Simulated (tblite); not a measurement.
# C5H11AsGaN: the cost of one run

Programs: tblite 0.8.0 and PySCF 2.14.0, with density-fitted response routines of our own. Each step states its level of theory. These are calculated values for one molecule in the gas phase, unless marked as measured. Atoms are numbered from 0 throughout.

## Step 1: The starting structure

19 atoms, charge 0, multiplicity 1; geometry from: force field or distance geometry start.

Bonds of the start (Å): C0–N1 1.26, N1–Ga2 1.89, Ga2–As3 2.47, Ga2–C4 1.96, C4–C5 1.21, C5–C6 1.48, C6–C7 1.53, C0–H8 1.10, C0–H9 1.10, Ga2–H10 1.60, As3–H11 1.55, As3–H12 1.56, As3–H13 1.56, C6–H14 1.10, C6–H15 1.10, C7–H16 1.11, C7–H17 1.10, C7–H18 1.10.

## Step 2: Geometry optimisation with GFN2-xTB

Job settings and geometry (Å):

```
{"job": {"kind": "relax", "xc": "GFN2-xTB", "basis": "xTB"}, "charge": 0, "multiplicity": 1}
C     -2.949400     2.558500    -0.871900
N     -2.313900     1.488100    -1.033000
Ga    -1.562600     0.409800     0.329200
As    -2.605300    -1.807900     0.046100
C      0.361900     0.257900     0.011800
C      1.548800     0.164200    -0.176200
C      3.009100     0.057000    -0.370900
C      3.637900    -0.817400     0.717500
H     -3.308400     3.046500    -1.793500
H     -3.182300     3.017900     0.095300
H     -1.910100     0.889000     1.813700
H     -1.638200    -2.791900    -0.665300
H     -3.883200    -1.678300    -0.833000
H     -3.072400    -2.335900     1.441800
H      3.477800     1.047000    -0.283300
H      3.169800    -0.381800    -1.362100
H      3.096400    -1.790800     0.673200
H      3.398700    -0.372400     1.698700
H      4.715600    -0.950100     0.554400
```

On the command line:

```
$ OMP_NUM_THREADS=1 python probes_run.py task.json out
```

One launch serves the whole session: the jobs run in the order shown.

**Question.** How long does this first job take on 1 thread of Arm Neoverse V1, shared host, and how much memory does it need?

About 1.8 s, with a peak of 0.18 GiB.
